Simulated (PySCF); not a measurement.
# C8H8: a look at the electrons

Aim: take C8H8 and probe its ring current by NICS, analyse its density (charges, bond critical points, surface potential) and compute its lowest excited states.

Computed with PySCF 2.14.0. Level: levels as typed in each script, gas phase, geometry from GFN2-xTB.

**1. Where the work starts**

SMILES `C1=CC=CC=CC=C1`, 16 atoms, charge 0, spin multiplicity 1.

Bond lengths: C1–C2 1.327 Å, C1–C8 1.466 Å, C1–H9 1.085 Å, C2–C3 1.466 Å, C2–H10 1.085 Å, C3–C4 1.327 Å, C3–H11 1.085 Å, C4–C5 1.466 Å, C4–H12 1.085 Å, C5–C6 1.326 Å, C5–H13 1.085 Å, C6–C7 1.466 Å, C6–H14 1.085 Å, C7–C8 1.328 Å, C7–H15 1.085 Å, C8–H16 1.085 Å. Angles: C2–C1–C8 125.7°, C2–C1–H9 119.5°, C8–C1–H9 114.6°, C1–C2–C3 125.8°, C1–C2–H10 119.5°, C3–C2–H10 114.5°, C2–C3–C4 125.8°, C2–C3–H11 114.5°, C4–C3–H11 119.5°, C3–C4–C5 125.7°, C3–C4–H12 119.5°, C5–C4–H12 114.6°, C4–C5–C6 125.8°, C4–C5–H13 114.6°, C6–C5–H13 119.5°, C5–C6–C7 125.8°, C5–C6–H14 119.5°, C7–C6–H14 114.6° and more.

As a file:

```xyz
16
C8H8
C     1.5915    0.4676   -0.4132
C     1.4250   -0.8492   -0.4126
C     0.4673   -1.5918    0.4121
C    -0.8494   -1.4245    0.4135
C    -1.5915   -0.4670   -0.4124
C    -1.4251    0.8486   -0.4130
C    -0.4678    1.5919    0.4122
C     0.8500    1.4246    0.4138
H     2.3800    0.9066   -1.0150
H     2.0792   -1.4712   -1.0139
H     0.9067   -2.3809    1.0126
H    -1.4709   -2.0789    1.0151
H    -2.3803   -0.9056   -1.0140
H    -2.0799    1.4693   -1.0150
H    -0.9068    2.3809    1.0132
H     1.4719    2.0786    1.0154
```

**2. Ring currents (B3LYP/6-31g*)**

input.py reads:

```python
import numpy as np
from pyscf import gto, scf, dft
from pyscf.prop import nmr
from pyscf.data import nist

def solve(mol, dm0=None, hcore=None):
    mf = (dft.UKS if mol.spin else dft.RKS)(mol, xc='b3lyp')
    mf.grids.level = 3
    mf.conv_tol, mf.max_cycle = 1e-8, 80
    if hcore is not None:
        mf.get_hcore = lambda *args: hcore
    mf.kernel(dm0)
    if not mf.converged:
        mf = mf.newton().run(mf.mo_coeff, mf.mo_occ, max_cycle=30)
    assert mf.converged, 'SCF not converged'
    return mf

mol = gto.M(atom='''
C      1.59153     0.46764    -0.41319
C      1.42496    -0.84919    -0.41262
C      0.46734    -1.59180     0.41207
C     -0.84941    -1.42450     0.41348
C     -1.59149    -0.46704    -0.41245
C     -1.42506     0.84864    -0.41302
C     -0.46785     1.59187     0.41216
C      0.84999     1.42459     0.41382
H      2.37995     0.90663    -1.01495
H      2.07917    -1.47119    -1.01390
H      0.90674    -2.38094     1.01256
H     -1.47091    -2.07885     1.01512
H     -2.38029    -0.90565    -1.01396
H     -2.07987     1.46933    -1.01500
H     -0.90678     2.38089     1.01316
H      1.47189     2.07856     1.01545
''', basis='6-31g*', charge=0, spin=0, verbose=4)
mf = solve(mol)
vxc = nmr.rks.get_vxc_giao  # smaller grid blocks
nmr.rks.get_vxc_giao = lambda *a, **k: vxc(*a, **{**k, 'max_memory': 300})
calc = nmr.RKS(mf)
calc.cphf = True
nuclei = calc.kernel()
mo1 = calc.mo10
# ring centres and points 1 angstrom above and below them
points = np.array([
    [0.0000, 0.0000, 0.0000],
    [0.0000, 0.0000, 1.0000],
    [-0.0000, 0.0000, -1.0000],
]) / nist.BOHR
mol.atom_coord = lambda i, unit='Bohr': points[i]
idx = range(len(points))
sigma = (calc.dia(shielding_nuc=idx) + calc.para(mo10=mo1, shielding_nuc=idx)[0]) * nist.ALPHA**2 * 1e6
for p, t in zip(points, sigma):
    print('NICS at %8.4f %8.4f %8.4f  %8.2f ppm' % (*(p * nist.BOHR), -t.trace() / 3))
occ = mf.mo_coeff[:, mf.mo_occ > 0]
dm1 = np.array([mf.mo_coeff @ (2 * x) @ occ.T for x in mo1])
np.savez('result.npz', sigma=sigma, nuclei=nuclei, dm0=mf.make_rdm1(), dm1=dm1, e=mf.e_tot, eps=mf.mo_energy, occ=mf.mo_occ)
```

On the command line:

```
$ OMP_NUM_THREADS=1 python input.py
```

**4. Density, bond paths and surface potential (PBE0/def2-svpd)**

input.py reads:

```python
import numpy as np
from pyscf import gto, scf, dft
from pyscf.scf import atom_ks, atom_hf
from scipy.linalg import block_diag

def solve(mol, dm0=None, hcore=None):
    mf = (dft.UKS if mol.spin else dft.RKS)(mol, xc='pbe0')
    mf.grids.level = 3
    mf = mf.density_fit(auxbasis='def2-universal-jkfit')
    mf.conv_tol, mf.max_cycle = 1e-8, 80
    if hcore is not None:
        mf.get_hcore = lambda *args: hcore
    mf.kernel(dm0)
    if not mf.converged:
        mf = mf.newton().run(mf.mo_coeff, mf.mo_occ, max_cycle=30)
    assert mf.converged, 'SCF not converged'
    return mf

mol = gto.M(atom='''
C      1.59153     0.46764    -0.41319
C      1.42496    -0.84919    -0.41262
C      0.46734    -1.59180     0.41207
C     -0.84941    -1.42450     0.41348
C     -1.59149    -0.46704    -0.41245
C     -1.42506     0.84864    -0.41302
C     -0.46785     1.59187     0.41216
C      0.84999     1.42459     0.41382
H      2.37995     0.90663    -1.01495
H      2.07917    -1.47119    -1.01390
H      0.90674    -2.38094     1.01256
H     -1.47091    -2.07885     1.01512
H     -2.38029    -0.90565    -1.01396
H     -2.07987     1.46933    -1.01500
H     -0.90678     2.38089     1.01316
H      1.47189     2.07856     1.01545
''', basis='def2-svpd', charge=0, spin=0, verbose=4)
mf = solve(mol)
mf.analyze()
# spherically averaged free atoms, for the promolecule
atm = atom_ks.get_atm_nrks(mol, xc='pbe0')
pro = block_diag(*[(atm[a[0]][2] * atm[a[0]][3]) @ atm[a[0]][2].T for a in mol._atom])
np.savez('result.npz', e=mf.e_tot, c=mf.mo_coeff, occ=mf.mo_occ, eps=mf.mo_energy, pro=pro, dip=mf.dip_moment(verbose=0), s2=mf.spin_square()[0])
```

**6. Excited states (B3LYP/def2-svp)**

Edit input.py of step 4 so:

```diff
@@ -1,3 +1,3 @@
 import numpy as np
-from pyscf import gto, scf, dft
+from pyscf import gto, scf, dft, tdscf
 from pyscf.scf import atom_ks, atom_hf
@@ -6,3 +6,3 @@
 def solve(mol, dm0=None, hcore=None):
-    mf = (dft.UKS if mol.spin else dft.RKS)(mol, xc='pbe0')
+    mf = (dft.UKS if mol.spin else dft.RKS)(mol, xc='b3lyp')
     mf.grids.level = 3
@@ -35,8 +35,14 @@
 H      1.47189     2.07856     1.01545
-''', basis='def2-svpd', charge=0, spin=0, verbose=4)
+''', basis='def2-svp', charge=0, spin=0, verbose=4)
 mf = solve(mol)
-mf.analyze()
+td = mf.TDA()
+td.nstates, td.singlet, td.conv_tol = 6, True, 1e-5
+td.kernel()
+td.analyze()
+x, y = np.array([p[0] for p in td.xy]), np.array([p[1] + 0 * p[0] for p in td.xy])
+f, mu = td.oscillator_strength(), td.transition_dipole()
+nto = [td.get_nto(state=i + 1, verbose=4) for i in range(len(td.e))]
 # spherically averaged free atoms, for the promolecule
-atm = atom_ks.get_atm_nrks(mol, xc='pbe0')
+atm = atom_ks.get_atm_nrks(mol, xc='b3lyp')
 pro = block_diag(*[(atm[a[0]][2] * atm[a[0]][3]) @ atm[a[0]][2].T for a in mol._atom])
-np.savez('result.npz', e=mf.e_tot, c=mf.mo_coeff, occ=mf.mo_occ, eps=mf.mo_energy, pro=pro, dip=mf.dip_moment(verbose=0), s2=mf.spin_square()[0])
+np.savez('result.npz', e=td.e, f=f, ok=td.converged, w=[n[0] for n in nto], nto=[n[1] for n in nto], x=x, y=y, c=mf.mo_coeff, occ=mf.mo_occ, eps=mf.mo_energy, pro=pro, mu=mu)
```

(Steps that only read results are left out.)

**Question.** What will these runs give? Wanted: NICS(1)zz, 8-membered ring C1/C2/C3/C4/C5/C6/C7/C8; dipole moment; HOMO, LUMO; lowest singlet excitation.

The runs gave:

| quantity | value |
| --- | --- |
| NICS(1)zz, 8-membered ring C1/C2/C3/C4/C5/C6/C7/C8 (B3LYP/6-31g*) | +7.6 ppm |
| dipole moment (PBE0/def2-svpd) | 0.00 D |
| HOMO, LUMO (PBE0/def2-svpd) | -6.36, -1.10 eV |
| lowest singlet excitation (B3LYP/def2-svp) | 4.02 eV |

What this shows: The 8-membered ring C1/C2/C3/C4/C5/C6/C7/C8 is neither clearly diatropic nor paratropic (non-aromatic). At PBE0/def2-svpd: The highest Hirshfeld charge is on H9, H10, H11, H12, H13, H14, H15 and H16 (+0.04 e), the lowest on C1, C2, C3, C4, C5, C6, C7 and C8 (−0.04 e). All values hold at the given geometry, in the gas phase.
